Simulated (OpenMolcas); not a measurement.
**Cr³⁺ among point charges: CASSCF and CASPT2 levels and susceptibility**

Aim: the splitting of the states of Cr³⁺ in the field of 6 point charges, its lowest levels with spin-orbit coupling and its magnetic susceptibility.

Method: state-averaged CASSCF and CASPT2, spin-orbit coupling by RASSI with atomic mean-field integrals. Code: OpenMolcas 26.06.

### Step 1. The atom as given

* Species: Cr³⁺ (chromium, Z = 24, 21 electrons)
* Basis: ANO-RCC-VDZP [5s4p2d1f], 34 functions
* Scalar Hamiltonian: DKH2, point nucleus
* Inactive shells: 1s 2s 2p 3s 3p
* Active space: 3 electrons in 5 orbitals (3d)
* Some configurations of this space: 3d³
* Orbitals: optimised for each spin and parity, averaged over all roots

The outer shells:

3d3
```
3d [↑ ][↑ ][↑ ][  ][  ]
```

The ion sits among 6 point charges of -1.5 e arranged as a trigonal antiprism (D3d), 1.96 Å from the ion, with a polar angle of 59.1° against the regular 54.74°.

The work runs as a chain of OpenMolcas steps in one folder; each step below is one input file. Labels, J, g values, rates, χT and fits are worked out afterwards by a script from the matrices that RASSI stores. The input lists half of the charges; inversion (Group=XYZ) makes the rest.

### Step 2. Basis and integrals

Contents of a.inp:

```
&GATEWAY
Coord
1

Cr 0.0 0.0 0.0
Basis=ANO-RCC-VDZP
Group=XYZ
NoMove
AngMom=0.0 0.0 0.0
AMFI
XField
3 Angstrom 0
0.000000 1.682061 1.006116 -1.500000
1.456708 -0.841031 1.006116 -1.500000
1.456708 0.841031 -1.006116 -1.500000
&SEWARD
```

### Step 3. Reference wave functions, quartets of even parity, 10 roots

Contents of a.inp:

```
&RASSCF
FileOrb=start.orb
Symmetry=1
Spin=4
nActEl=3 0 0
Inactive=3 6
Ras2=5 0
CIRoot=10 10 1
SDav=10
CIMx=300
Iter=120 100
PrWF=0.3
OrbListing=Nothing
MaxOrb=0
>>> COPY $Project.JobIph JOB001
```

start.orb holds the contracted functions of the basis, ordered by shell, or the orbitals of the step before.

### Step 4. Reference wave functions, doublets of even parity, 40 roots

Contents of a.inp:

```
&RASSCF
FileOrb=start.orb
Symmetry=1
Spin=2
nActEl=3 0 0
Inactive=3 6
Ras2=5 0
CIRoot=40 40 1
SDav=40
CIMx=300
Iter=120 100
PrWF=0.3
OrbListing=Nothing
MaxOrb=0
>>> COPY $Project.JobIph JOB002
```

### Step 5. State interaction with spin-orbit coupling

Contents of a.inp:

```
&RASSI
NrOfJobIphs=2 10 40
1 2 3 4 5 6 7 8 9 10
1 2 3 4 5 6 7 8 9 10 11 12 13 14 15 16 17 18 19 20 21 22 23 24 25 26 27
28 29 30 31 32 33 34 35 36 37 38 39 40
IphNames
JOB001
JOB002
EJob
SpinOrbit
DIPRint=1.0
SOCoupling=1000.0
Subsets=2
Property=9
'ANGMOM' 1 'ANGMOM' 2 'ANGMOM' 3 'MLTPL  1' 1 'MLTPL  1' 2 'MLTPL  1' 3
'AMFI' 1 'AMFI' 2 'AMFI' 3
SOProperty=3
'ANGMOM' 1 'ANGMOM' 2 'ANGMOM' 3
```

### Step 6. CASPT2: IPEA 0.25, imaginary shift 0.1 (closed shells correlated: 3s 3p)

Contents of a.inp:

```
>>> COPY JOB001 $Project.JobIph
&CASPT2
Multistate=10 1 2 3 4 5 6 7 8 9 10
NoMult
Frozen=2 3
IPEA=0.25
Imaginary=0.1
MaxIter=60
WThr=0.0 0.3 0.05
PrWF=0.5
NoMix
>>> COPY JOB002 $Project.JobIph
&CASPT2
Multistate=40 1 2 3 4 5 6 7 8 9 10 11 12 13 14 15 16 17 18 19 20 21 22
23 24 25 26 27 28 29 30 31 32 33 34 35 36 37 38 39 40
NoMult
Frozen=2 3
IPEA=0.25
Imaginary=0.1
MaxIter=60
WThr=0.0 0.3 0.05
PrWF=0.5
NoMix
```

(Steps that only read results are left out.)

Before running it: what results should come out? Wanted: spin-free ground state; first state of the same spin within the active space; lowest level; next level.

The runs gave:

| quantity | value |
| --- | --- |
| method | SS-CASPT2, IPEA 0.25, imaginary shift 0.1 (closed shells correlated: 3s 3p) |
| spin-free ground state | 4A2, 1-fold in its orbital part |
| first state of the same spin within the active space | 4A1 at 2980 cm⁻¹ |
| lowest level | 2-fold E3/2, g = 0.00, 0.00, 4.99 |
| next level | 19.4 cm⁻¹ |
| χT at 300 K | 1.65 cm³ K/mol |
| effective moment at 300 K | 3.63 μB |

Cost by method:

| method | time of its own steps | time with the reference |
| --- | --- | --- |
| A. CASSCF | 9.8 s | 9.8 s |
| B. SS-CASPT2, IPEA 0.25, imaginary shift 0.1, +3s 3p | 3.3 s | 13 s |

Times are of one thread on a shared host.

**Reading.** The spin-free ground state (4A2) comes to 99 % from free-ion F terms and keeps the highest spin of the shell. χT at 300 K is 1.65, against 1.88 cm³ K/mol for the spin alone, so spin-orbit coupling lowers it. CASPT2 does not keep the components of a term degenerate, and the means are used. The field of point charges can differ much from that of real complexes. Point charges carry no covalency, so the field is a model and not that of real ligands.
